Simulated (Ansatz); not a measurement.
**H4OSSn: rotation by 180° about the S1–O2 bond**

How high is the barrier for the rotation by 180° about the S1–O2 bond? Relax the two ends, then run a nudged elastic band between them. SMILES of the start: S[O][SnH3].

Program: Ansatz 0.2.0. Level of theory: RKS PBE0/def2-SVP. These are calculated values, not measurements.

## Step 1: The structure to begin with

Bond lengths: S1–O2 1.646 Å, O2–Sn3 2.010 Å, S1–H4 1.344 Å, Sn3–H5 1.677 Å, Sn3–H6 1.669 Å, Sn3–H7 1.660 Å. Angles: S1–O2–Sn3 124.7°, O2–S1–H4 97.7°, O2–Sn3–H5 106.8°, O2–Sn3–H6 106.8°, O2–Sn3–H7 98.2°, H5–Sn3–H6 110.8°, H5–Sn3–H7 115.9°, H6–Sn3–H7 116.6°.

Structure file:

```xyz
7

S    -2.1442   -0.1247    0.3847
O    -0.6280   -0.7554    0.4903
Sn    1.0601    0.2419    0.0493
H    -2.4853   -0.6718   -0.7949
H     1.0069    0.5846   -1.5914
H     1.0408    1.6472    0.9504
H     2.1497   -0.9218    0.5117
```

## Step 2: End point A

Contents of input.yaml:

```yaml
crystal:
  periodic: [false, false, false]
  atoms:
    - { symbol: S, position_ang: [-2.14422, -0.12475, 0.38467] }
    - { symbol: O, position_ang: [-0.62802, -0.75544, 0.49027] }
    - { symbol: Sn, position_ang: [1.06009, 0.24195, 0.04933] }
    - { symbol: H, position_ang: [-2.48527, -0.67183, -0.7949] }
    - { symbol: H, position_ang: [1.00691, 0.58461, -1.59144] }
    - { symbol: H, position_ang: [1.04083, 1.64723, 0.95035] }
    - { symbol: H, position_ang: [2.14968, -0.92177, 0.51174] }
basis:
  gaussian: { orbitals: def2-SVP }
hamiltonian:
  xc: pbe0
relax:
  f_tol: 0.015
  max_steps: 40
```

The run is started by

```console
ansatz run input.yaml --threads 1 --pin off --max-ram 2048MiB --backend cpu --events-out ev --progress --plain --runs-dir out
```

Output (excerpt; [...] marks lines left out):

```text
Warning: RAYON_NUM_THREADS=1 ignored (pool sized by the plan → 1); use --threads N
[...]
Functional definition: PBE0
[...]
900 factors; integrals over basis functions are off by at most 3.9e-4 eV
[...]
mean field -18766.37331205 eV, -689.6514989130 hartree, gradient 7.1e-6 eV, S^2 0.000000; 0 other end points of the search recorded, 0 dependent functions left out
[...]
reference -18766.37334062 eV, -689.6514999632 hartree; 25, 25 occupied and 53, 53 virtual orbitals, 900 factors
relax step   1: F+E_penalty+E_count = -18766.37331205 eV  Δ(F+E_penalty+E_count) = +0.000e0 eV  max|allowed force component| = 6.681e-1 eV/Å  Δτ_max = 0.0000 Å  (26 SCF iters, accepted)
[...]
relax step   6: F+E_penalty+E_count = -18766.45932308 eV  Δ(F+E_penalty+E_count) = -1.942e-4 eV  max|allowed force component| = 3.368e-2 eV/Å  Δτ_max = 0.0105 Å  (30 SCF iters, accepted)
[...]
relax step   7: F+E_penalty+E_count = -18766.45936637 eV  Δ(F+E_penalty+E_count) = -4.329e-5 eV  max|allowed force component| = 2.855e-3 eV/Å  Δτ_max = 0.0047 Å  (23 SCF iters, accepted)
900 factors; integrals over basis functions are off by at most 3.8e-4 eV
[...]
mean field -18766.45936637 eV, -689.6546613510 hartree, gradient 2.2e-5 eV, S^2 0.000000; 1 other end points of the search recorded, 0 dependent functions left out
[...]
reference -18766.45939476 eV, -689.6546623944 hartree; 25, 25 occupied and 53, 53 virtual orbitals, 900 factors
Total energy: -18766.45939476 eV, -689.6546623944 hartree
Atom 0 at    -2.099375    -0.084033     0.369315 Å, force     0.001763     0.000576     0.000303 eV/Å
Atom 1 at    -0.639516    -0.859487     0.593864 Å, force     0.002467    -0.000716    -0.000964 eV/Å
Atom 2 at     0.998683     0.197466     0.069558 Å, force    -0.002855    -0.000522     0.002520 eV/Å
Atom 3 at    -2.391507    -0.525468    -0.884174 Å, force    -0.000716    -0.000236    -0.000799 eV/Å
Atom 4 at     0.872269     0.478091    -1.614744 Å, force    -0.000244     0.000386     0.000331 eV/Å
Atom 5 at     0.975696     1.643302     0.981149 Å, force     0.000972     0.000452    -0.001304 eV/Å
Atom 6 at     2.283750    -0.849871     0.485052 Å, force    -0.001388     0.000059    -0.000087 eV/Å
Dipole moment:     0.307284     0.234764    -0.307733 e Å
```

Run time: 28 s. Hardware: 1 thread of Arm Neoverse V1, shared host; peak memory 0.16 GiB.

Relaxation path:

| step | energy from step 1 (eV) | largest force component (eV/Å) |
| --- | --- | --- |
| 1 | 0.0000 | 0.6681 |
| 2 | -0.0617 | 0.3050 |
| 3 | -0.0781 | 0.1655 |
| 4 | -0.0843 | 0.0899 |
| 5 | -0.0858 | 0.0554 |
| 6 | -0.0860 | 0.0337 |
| 7 | -0.0861 | 0.0029 |

Step 1 is the start.

After: Bond lengths: S1–O2 1.668 Å, O2–Sn3 2.019 Å, S1–H4 1.361 Å, Sn3–H5 1.712 Å, Sn3–H6 1.709 Å, Sn3–H7 1.709 Å. Angles: S1–O2–Sn3 115.6°, O2–S1–H4 99.3°, O2–Sn3–H5 106.3°, O2–Sn3–H6 107.1°, O2–Sn3–H7 103.1°, H5–Sn3–H6 112.6°, H5–Sn3–H7 113.3°, H6–Sn3–H7 113.5°.

## Step 3: Relaxing end B

The second end starts from a geometry with the move made by hand.

Contents of input.yaml:

```yaml
crystal:
  periodic: [false, false, false]
  atoms:
    - { symbol: S, position_ang: [-2.14422, -0.12475, 0.38467] }
    - { symbol: O, position_ang: [-0.62802, -0.75544, 0.49027] }
    - { symbol: Sn, position_ang: [-0.20638, -2.63042, 1.07815] }
    - { symbol: H, position_ang: [-2.48527, -0.67183, -0.7949] }
    - { symbol: H, position_ang: [-0.67955, -2.75413, 2.68226] }
    - { symbol: H, position_ang: [-1.10581, -3.65355, 0.11314] }
    - { symbol: H, position_ang: [1.43074, -2.60092, 0.80565] }
basis:
  gaussian: { orbitals: def2-SVP }
hamiltonian:
  xc: pbe0
relax:
  f_tol: 0.015
  max_steps: 40
output:
  orbitals: {}
```

The run is started by

```console
ansatz run input.yaml --threads 1 --pin off --max-ram 2048MiB --backend cpu --events-out ev --progress --plain --runs-dir out
```

Output (excerpt; [...] marks lines left out):

```text
Warning: RAYON_NUM_THREADS=1 ignored (pool sized by the plan → 1); use --threads N
[...]
[... 1 set-up line as earlier in the session ...]
[...]
900 factors; integrals over basis functions are off by at most 3.6e-4 eV
[...]
mean field -18766.36560122 eV, -689.6512155452 hartree, gradient 7.2e-6 eV, S^2 0.000000; 0 other end points of the search recorded, 0 dependent functions left out
[...]
reference -18766.36562983 eV, -689.6512165966 hartree; 25, 25 occupied and 53, 53 virtual orbitals, 900 factors
relax step   1: F+E_penalty+E_count = -18766.36560122 eV  Δ(F+E_penalty+E_count) = +0.000e0 eV  max|allowed force component| = 6.841e-1 eV/Å  Δτ_max = 0.0000 Å  (26 SCF iters, accepted)
[...]
relax step   6: F+E_penalty+E_count = -18766.45935765 eV  Δ(F+E_penalty+E_count) = -3.044e-4 eV  max|allowed force component| = 1.825e-2 eV/Å  Δτ_max = 0.0172 Å  (30 SCF iters, accepted)
[...]
mean field -18766.45937811 eV, -689.6546617826 hartree, gradient 9.1e-6 eV, S^2 0.000000; 1 other end points of the search recorded, 0 dependent functions left out
[...]
reference -18766.45940679 eV, -689.6546628364 hartree; 25, 25 occupied and 53, 53 virtual orbitals, 900 factors
Total energy: -18766.45940679 eV, -689.6546628364 hartree
Atom 0 at    -2.168027    -0.234680     0.469826 Å, force     0.005031    -0.001889     0.005622 eV/Å
Atom 1 at    -0.574651    -0.722446     0.388229 Å, force    -0.004114     0.003416    -0.003989 eV/Å
Atom 2 at    -0.198042    -2.588448     1.059742 Å, force    -0.002863     0.000562     0.004183 eV/Å
Atom 3 at    -2.577701    -0.613687    -0.771044 Å, force     0.000633    -0.000602    -0.003578 eV/Å
Atom 4 at    -0.728246    -2.654675     2.683573 Å, force     0.000619    -0.000844    -0.001453 eV/Å
Atom 5 at    -1.068797    -3.652055     0.038950 Å, force     0.000316    -0.000687    -0.000341 eV/Å
Atom 6 at     1.496955    -2.725049     0.889965 Å, force     0.000378     0.000044    -0.000445 eV/Å
Dipole moment:    -0.026829    -0.493786     0.003221 e Å
```

Run time: 28 s. Hardware: 1 thread of Arm Neoverse V1, shared host; peak memory 0.16 GiB.

Step by step:

| step | energy from step 1 (eV) | largest force component (eV/Å) |
| --- | --- | --- |
| 1 | 0.0000 | 0.6841 |
| 2 | -0.0721 | 0.3388 |
| 3 | -0.0889 | 0.1656 |
| 4 | -0.0924 | 0.0901 |
| 5 | -0.0935 | 0.0506 |
| 6 | -0.0938 | 0.0183 |
| 7 | -0.0938 | 0.0056 |

Step 1 is the start.

After: Bond lengths: S1–O2 1.668 Å, O2–Sn3 2.019 Å, S1–H4 1.361 Å, Sn3–H5 1.709 Å, Sn3–H6 1.712 Å, Sn3–H7 1.709 Å. Angles: S1–O2–Sn3 115.6°, O2–S1–H4 99.3°, O2–Sn3–H5 107.1°, O2–Sn3–H6 106.3°, O2–Sn3–H7 103.1°, H5–Sn3–H6 112.6°, H5–Sn3–H7 113.5°, H6–Sn3–H7 113.3°.

## Step 4: The band

crystal.atoms is end A as relaxed above, and neb.final_atoms is end B, turned to lie on A. With 7 inner images the band has 9 in all. The start path is listed, through a guess of the saddle.

Contents of input.yaml:

```yaml
crystal:
  periodic: [false, false, false]
  atoms:
    - { symbol: S, position_ang: [-2.099375, -0.084033, 0.369315] }
    - { symbol: O, position_ang: [-0.639516, -0.859487, 0.593864] }
    - { symbol: Sn, position_ang: [0.998683, 0.197466, 0.069558] }
    - { symbol: H, position_ang: [-2.391507, -0.525468, -0.884174] }
    - { symbol: H, position_ang: [0.872269, 0.478091, -1.614744] }
    - { symbol: H, position_ang: [0.975696, 1.643302, 0.981149] }
    - { symbol: H, position_ang: [2.28375, -0.849871, 0.485052] }
basis:
  gaussian: { orbitals: def2-SVP }
hamiltonian:
  xc: pbe0
neb:
  order_check: false
  images: 7
  f_tol: 0.05
  max_iterations: 60
  final_atoms:
    - { symbol: S, position_ang: [-1.99700307, -0.50562655, -0.55605658] }
    - { symbol: O, position_ang: [-0.58898782, -1.06482393, 0.14266524] }
    - { symbol: Sn, position_ang: [1.00734373, 0.16121706, -0.00990137] }
    - { symbol: H, position_ang: [-2.54627953, 0.11516883, 0.52289936] }
    - { symbol: H, position_ang: [1.2722855, 0.43622362, -1.67618666] }
    - { symbol: H, position_ang: [0.59776936, 1.59203537, 0.83656081] }
    - { symbol: H, position_ang: [2.25487182, -0.73419441, 0.7400392] }
  initial_path:
    images:
      - { positions_ang: [[-2.099375, -0.084033, 0.369315], [-0.639516, -0.859487, 0.593864], [0.998683, 0.197466, 0.069558], [-2.391507, -0.525468, -0.884174], [0.872269, 0.478091, -1.614744], [0.975696, 1.643302, 0.981149], [2.28375, -0.849871, 0.485052]] }
      - { positions_ang: [[-2.09632308, -0.05617636, 0.21028217], [-0.63900252, -0.81468317, 0.45983741], [1.03225179, 0.21567719, 0.05891454], [-2.51253277, -0.64045724, -0.62997415], [1.00375887, 0.54635236, -1.60045002], [0.97884436, 1.6311369, 0.99413149], [2.23300334, -0.88184967, 0.50727857]] }
      - { positions_ang: [[-2.09327116, -0.02831972, 0.05124934], [-0.63848904, -0.76987934, 0.32581082], [1.06582058, 0.23388837, 0.04827108], [-2.63355853, -0.75544648, -0.37577431], [1.13524874, 0.61461371, -1.58615605], [0.98199272, 1.61897179, 1.00711399], [2.18225669, -0.91382834, 0.52950514]] }
      - { positions_ang: [[-2.09021924, -0.00046307, -0.1077835], [-0.63797556, -0.72507552, 0.19178423], [1.09938936, 0.25209956, 0.03762763], [-2.7545843, -0.87043572, -0.12157446], [1.26673862, 0.68287507, -1.57186207], [0.98514108, 1.60680669, 1.02009648], [2.13151003, -0.94580701, 0.5517317]] }
      - { positions_ang: [[-2.08716732, 0.02739357, -0.26681633], [-0.63746208, -0.68027169, 0.05775764], [1.13295815, 0.27031075, 0.02698417], [-2.87561007, -0.98542496, 0.13262538], [1.39822849, 0.75113642, -1.5575681], [0.98828944, 1.59464159, 1.03307897], [2.08076338, -0.97778567, 0.57395827]] }
      - { positions_ang: [[-2.06462626, -0.10586146, -0.33912639], [-0.62534351, -0.77640975, 0.07898454], [1.10155455, 0.24303733, 0.01776278], [-2.79327743, -0.71027652, 0.23019388], [1.36674274, 0.67240822, -1.58722274], [0.89065942, 1.59399003, 0.98394943], [2.12429049, -0.91688786, 0.6154785]] }
      - { positions_ang: [[-2.0420852, -0.23911649, -0.41143645], [-0.61322495, -0.87254781, 0.10021144], [1.07015094, 0.2157639, 0.0085414], [-2.7109448, -0.43512807, 0.32776237], [1.335257, 0.59368002, -1.61687738], [0.7930294, 1.59333848, 0.93481989], [2.1678176, -0.85599004, 0.65699873]] }
      - { positions_ang: [[-2.01954413, -0.37237152, -0.48374651], [-0.60110639, -0.96868587, 0.12143834], [1.03874734, 0.18849048, -0.00067999], [-2.62861216, -0.15997962, 0.42533087], [1.30377125, 0.51495182, -1.64653202], [0.69539938, 1.59268692, 0.88569035], [2.21134471, -0.79509223, 0.69851897]] }
      - { positions_ang: [[-1.99700307, -0.50562655, -0.55605658], [-0.58898782, -1.06482393, 0.14266524], [1.00734373, 0.16121706, -0.00990137], [-2.54627953, 0.11516883, 0.52289936], [1.2722855, 0.43622362, -1.67618666], [0.59776936, 1.59203537, 0.83656081], [2.25487182, -0.73419441, 0.7400392]] }
```

The run is started by

```console
ansatz run input.yaml --threads 1 --pin off --max-ram 2048MiB --backend cpu --events-out ev --progress --plain --runs-dir out
```

Output (excerpt; [...] marks lines left out):

```text
Warning: RAYON_NUM_THREADS=1 ignored (pool sized by the plan → 1); use --threads N
[...]
[... 1 set-up line as earlier in the session ...]
[...]
902 factors; integrals over basis functions are off by at most 3.3e-4 eV
[...]
mean field -18766.45936203 eV, -689.6546611915 hartree, gradient 3.9e-5 eV, S^2 0.000000; 0 other end points of the search recorded, 0 dependent functions left out
[...]
reference -18766.45939031 eV, -689.6546622309 hartree; 25, 25 occupied and 53, 53 virtual orbitals, 902 factors
902 factors; integrals over basis functions are off by at most 3.1e-4 eV
[...]
mean field -18766.45935639 eV, -689.6546609842 hartree, gradient 3.9e-5 eV, S^2 0.000000; 0 other end points of the search recorded, 0 dependent functions left out
[...]
reference -18766.45938466 eV, -689.6546620233 hartree; 25, 25 occupied and 53, 53 virtual orbitals, 902 factors
[...]
NEB iter   6: max|band force component| = 3.368e-2 eV/Å  barrier→ = 0.1344 eV  barrier← = 0.1344 eV  CI = image 4  Δτ_max = 0.0000 Å  (396 SCF iters)
Total energy: -18766.32502388 eV, -689.6497243557 hartree
Atom 0 at    -2.060095     0.085019    -0.222224 Å, force     0.005487    -0.023829     0.003119 eV/Å
Atom 1 at    -0.644718    -0.744358     0.148334 Å, force    -0.012879     0.015567    -0.003978 eV/Å
Atom 2 at     1.095379     0.247722     0.031072 Å, force     0.001435    -0.001637     0.001937 eV/Å
Atom 3 at    -2.890347    -0.958312     0.008696 Å, force     0.004322     0.010289    -0.002249 eV/Å
Atom 4 at     1.325028     0.705076    -1.602725 Å, force    -0.002552    -0.001164     0.000448 eV/Å
Atom 5 at     0.983070     1.605262     1.068038 Å, force     0.002615     0.000407     0.001828 eV/Å
Atom 6 at     2.191684    -0.940409     0.568828 Å, force     0.001573     0.000367    -0.001105 eV/Å
Dipole moment:     0.260838     0.124123    -0.007949 e Å
this run last wrote the band of iteration 6 to <dir>
```

It took 2.7 min on 1 thread of Arm Neoverse V1, shared host; peak memory 0.26 GiB.

## Step 5: The band, image by image

The 7 inner images lie between the fixed ends 0 and 8. Energy is taken from image 0, and the path length is the program's own coordinate along the band.

| image | path (Å) | energy (eV) | dihedral H4–S1–O2–Sn3 (°) | band force (eV/Å) |
| --- | --- | --- | --- | --- |
| 0 | 0.000 | 0.0000 | 92 | - |
| 1 | 0.393 | 0.0180 | 111 | 0.015 |
| 2 | 0.786 | 0.0634 | 133 | 0.034 |
| 3 | 1.179 | 0.1129 | 156 | 0.030 |
| 4* | 1.571 | 0.1344 | -179 | 0.024 |
| 5 | 1.979 | 0.1112 | -154 | 0.014 |
| 6 | 2.386 | 0.0597 | -130 | 0.013 |
| 7 | 2.794 | 0.0161 | -109 | 0.032 |
| 8 | 3.201 | 0.0000 | -92 | - |

The star marks the climbing image.

image, energy (eV) and a bar:
```
        0      0.000 
        1      0.018 ####
        2      0.063 ##############
        3      0.113 #########################
        4      0.134 ##############################
        5      0.111 #########################
        6      0.060 #############
        7      0.016 ####
        8      0.000
```

The top of the band by iteration:

| iteration | highest image above image 0 (eV) | largest band force (eV/Å) |
| --- | --- | --- |
| 1 | 3.3327 | 19.024 |
| 2 | 0.5833 | 5.474 |
| 3 | 0.2161 | 2.514 |
| 4 | 0.1355 | 0.645 |
| 5 | 0.1344 | 0.114 |
| 6 | 0.1344 | 0.034 |

The band as a trajectory file:

```xyz
7
image=0 dE=0.0000
S    -2.099   -0.084    0.369
O    -0.640   -0.859    0.594
Sn    0.999    0.197    0.070
H    -2.392   -0.525   -0.884
H     0.872    0.478   -1.615
H     0.976    1.643    0.981
H     2.284   -0.850    0.485
7
image=1 dE=0.0180
S    -2.102   -0.008    0.304
O    -0.646   -0.800    0.504
Sn    1.034    0.219    0.051
H    -2.578   -0.724   -0.748
H     1.025    0.567   -1.626
H     1.019    1.637    1.009
H     2.249   -0.891    0.507
7
image=2 dE=0.0634
S    -2.094    0.072    0.171
O    -0.652   -0.748    0.404
Sn    1.064    0.235    0.036
H    -2.728   -0.895   -0.539
H     1.152    0.627   -1.629
H     1.041    1.629    1.028
H     2.218   -0.921    0.528
7
image=3 dE=0.1129
S    -2.079    0.111   -0.010
O    -0.653   -0.727    0.278
Sn    1.087    0.243    0.029
H    -2.837   -0.980   -0.271
H     1.255    0.665   -1.622
H     1.026    1.623    1.041
H     2.200   -0.936    0.555
7
image=4 dE=0.1344
S    -2.060    0.085   -0.222
O    -0.645   -0.744    0.148
Sn    1.095    0.248    0.031
H    -2.890   -0.958    0.009
H     1.325    0.705   -1.603
H     0.983    1.605    1.068
H     2.192   -0.940    0.569
7
image=5 dE=0.1112
S    -2.052   -0.002   -0.395
O    -0.634   -0.792    0.027
Sn    1.089    0.239    0.020
H    -2.883   -0.805    0.311
H     1.402    0.658   -1.611
H     0.901    1.622    1.011
H     2.177   -0.919    0.637
7
image=6 dE=0.0597
S    -2.040   -0.161   -0.525
O    -0.618   -0.881   -0.016
Sn    1.065    0.222    0.004
H    -2.810   -0.528    0.529
H     1.427    0.581   -1.631
H     0.799    1.634    0.933
H     2.177   -0.867    0.705
7
image=7 dE=0.0161
S    -2.019   -0.350   -0.577
O    -0.601   -0.981    0.039
Sn    1.037    0.194   -0.008
H    -2.694   -0.192    0.593
H     1.375    0.504   -1.656
H     0.695    1.625    0.867
H     2.207   -0.800    0.741
7
image=8 dE=0.0000
S    -1.997   -0.506   -0.556
O    -0.589   -1.065    0.143
Sn    1.007    0.161   -0.010
H    -2.546    0.115    0.523
H     1.272    0.436   -1.676
H     0.598    1.592    0.837
H     2.255   -0.734    0.740
```

## Step 6: Vibrations at the top

The geometry is the highest inner image of the first converged band.

Contents of input.yaml:

```yaml
crystal:
  periodic: [false, false, false]
  atoms:
    - { symbol: S, position_ang: [-2.060095, 0.085019, -0.222224] }
    - { symbol: O, position_ang: [-0.644718, -0.744358, 0.148334] }
    - { symbol: Sn, position_ang: [1.095379, 0.247722, 0.031072] }
    - { symbol: H, position_ang: [-2.890347, -0.958312, 0.008696] }
    - { symbol: H, position_ang: [1.325028, 0.705076, -1.602725] }
    - { symbol: H, position_ang: [0.98307, 1.605262, 1.068038] }
    - { symbol: H, position_ang: [2.191684, -0.940409, 0.568828] }
basis:
  gaussian: { orbitals: def2-SVP }
hamiltonian:
  xc: pbe0
phonons: {}
```

The run is started by

```console
ansatz run input.yaml --threads 1 --pin off --max-ram 2048MiB --backend cpu --events-out ev --progress --plain --runs-dir out
```

Output (excerpt; [...] marks lines left out):

```text
Warning: RAYON_NUM_THREADS=1 ignored (pool sized by the plan → 1); use --threads N
[...]
[... 1 set-up line as earlier in the session ...]
[...]
901 factors; integrals over basis functions are off by at most 3.8e-4 eV
[...]
mean field -18766.32497477 eV, -689.6497225510 hartree, gradient 3.1e-5 eV, S^2 0.000000; 0 other end points of the search recorded, 0 dependent functions left out
[...]
reference -18766.32500483 eV, -689.6497236554 hartree; 25, 25 occupied and 53, 53 virtual orbitals, 901 factors
[...]
901 factors; integrals over basis functions are off by at most 3.8e-4 eV
[...]
mean field -18766.32489993 eV, -689.6497198004 hartree, gradient 2.7e-6 eV, S^2 0.000000; 0 other end points of the search recorded, 0 dependent functions left out
[...]
reference -18766.32492997 eV, -689.6497209045 hartree; 25, 25 occupied and 53, 53 virtual orbitals, 901 factors
[...]
901 factors; integrals over basis functions are off by at most 3.8e-4 eV
[...]
WARN: phonons: modes at or below zero, which the zero-point energy, F, S and C_V leave out: 1, the lowest at -198.04 cm⁻¹. A minimum has none, and a first-order saddle one
Total energy: -18766.32500483 eV, -689.6497236554 hartree
Atom 0 at    -2.060095     0.085019    -0.222224 Å, force     0.005628    -0.024053     0.003258 eV/Å
Atom 1 at    -0.644718    -0.744358     0.148334 Å, force    -0.012695     0.015940    -0.004132 eV/Å
Atom 2 at     1.095379     0.247722     0.031072 Å, force     0.001005    -0.001895     0.002019 eV/Å
Atom 3 at    -2.890347    -0.958312     0.008696 Å, force     0.004291     0.010305    -0.002229 eV/Å
Atom 4 at     1.325028     0.705076    -1.602725 Å, force    -0.002434    -0.001034     0.000400 eV/Å
Atom 5 at     0.983070     1.605262     1.068038 Å, force     0.002663     0.000403     0.001725 eV/Å
Atom 6 at     2.191684    -0.940409     0.568828 Å, force     0.001543     0.000334    -0.001039 eV/Å
Dipole moment:     0.260835     0.124123    -0.007948 e Å
Vibrations: -198.04 73.78 142.76 475.61 495.17 531.87 692.07 697.95 715.78 840.43 1033.41 1943.00 1946.69 1979.89 2686.33 cm⁻¹, zero-point energy 0.883681 eV
```

Run time: 96 s. Hardware: 1 thread of Arm Neoverse V1, shared host; peak memory 0.26 GiB.

Of 15 modes, 1 is imaginary by more than 30 cm⁻¹ (198i cm⁻¹).

## Step 7: Summary of results

| quantity | value |
| --- | --- |
| end A | 6 moves, 0.086 eV lower |
| end B | 6 moves, 0.094 eV lower |
| barrier forwards | 0.13 eV |
| barrier backwards | 0.13 eV |
| second end relative to first | 0.000 eV |
| highest image | 4 of 0 to 8, climbing |
| band iterations | 6 |
| imaginary modes at the top | 198i cm⁻¹ |

In words: The top lies 0.13 eV above the first end, or 5 kT at room temperature, which at an assumed attempt frequency of 10^13 s⁻¹ means a rate near 10^11 s⁻¹. The two ends lie within 1 meV of each other. The listed dihedral goes from 92° at end A through -179° at the highest image to -92° at end B. One imaginary mode, as a first-order saddle point has. These are electronic energies, with no zero-point or thermal terms.
